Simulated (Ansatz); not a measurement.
# C2H9PSSi: the cost of one run

Program: Ansatz 0.2.0. Level of theory: RKS B3LYP-D4/def2-SVP. These are calculated values, not measurements.

### Step 1. The starting structure

Bond lengths: C1–S2 1.745 Å, S2–Si3 2.135 Å, Si3–C4 1.899 Å, Si3–P5 2.198 Å, C1–H6 1.153 Å, C1–H7 1.089 Å, C1–H8 1.130 Å, Si3–H9 1.525 Å, C4–H10 1.051 Å, C4–H11 1.045 Å, C4–H12 1.112 Å, P5–H13 1.358 Å, P5–H14 1.443 Å. Angles (14 of 22 angles, heavy atoms first): C1–S2–Si3 103.0°, S2–Si3–C4 110.6°, S2–Si3–P5 110.2°, C4–Si3–P5 111.9°, S2–C1–H6 110.7°, S2–C1–H7 113.7°, S2–C1–H8 114.0°, S2–Si3–H9 106.4°, C4–Si3–H9 108.2°, P5–Si3–H9 109.3°, Si3–C4–H10 109.1°, Si3–C4–H11 110.2°, Si3–C4–H12 106.4°, Si3–P5–H13 99.1°.

Coordinates:

```xyz
14

C    -1.3146    1.7133    0.6228
S    -0.4518    0.6640    1.7185
Si    0.5145   -0.7130    0.4032
C     1.6582    0.2045   -0.8043
P    -0.9797   -1.9330   -0.6503
H    -1.8987    2.5193    1.2045
H    -2.0699    1.2002    0.0291
H    -0.6455    2.3020   -0.0718
H     1.3749   -1.6152    1.2811
H     2.1302   -0.4960   -1.4292
H     2.3182    0.8215   -0.2786
H     1.0033    0.8536   -1.4266
H    -0.1720   -2.9334   -1.0869
H    -1.4802   -2.6169    0.5173
```

### Step 2. End point A

File input.yaml:

```yaml
crystal:
  periodic: [false, false, false]
  atoms:
    - { symbol: C, position_ang: [-1.3146, 1.7133, 0.6228] }
    - { symbol: S, position_ang: [-0.4518, 0.664, 1.7185] }
    - { symbol: Si, position_ang: [0.5145, -0.713, 0.4032] }
    - { symbol: C, position_ang: [1.6582, 0.2045, -0.8043] }
    - { symbol: P, position_ang: [-0.9797, -1.933, -0.6503] }
    - { symbol: H, position_ang: [-1.8987, 2.5193, 1.2045] }
    - { symbol: H, position_ang: [-2.0699, 1.2002, 0.0291] }
    - { symbol: H, position_ang: [-0.6455, 2.302, -0.0718] }
    - { symbol: H, position_ang: [1.3749, -1.6152, 1.2811] }
    - { symbol: H, position_ang: [2.1302, -0.496, -1.4292] }
    - { symbol: H, position_ang: [2.3182, 0.8215, -0.2786] }
    - { symbol: H, position_ang: [1.0033, 0.8536, -1.4266] }
    - { symbol: H, position_ang: [-0.172, -2.9334, -1.0869] }
    - { symbol: H, position_ang: [-1.4802, -2.6169, 0.5173] }
basis:
  gaussian: { orbitals: def2-SVP }
hamiltonian:
  xc: b3lyp
  dispersion: d4
relax:
  f_tol: 0.015
  max_steps: 40
```

Run with:

```
$ ansatz run input.yaml --threads 2 --pin off --max-ram 3072MiB --backend cpu --events-out ev --progress --plain --runs-dir out
```

Q: Estimate wall time and peak memory on 2 threads of Arm Neoverse V1, shared host.

About 40 s, with a peak of 0.32 GiB.
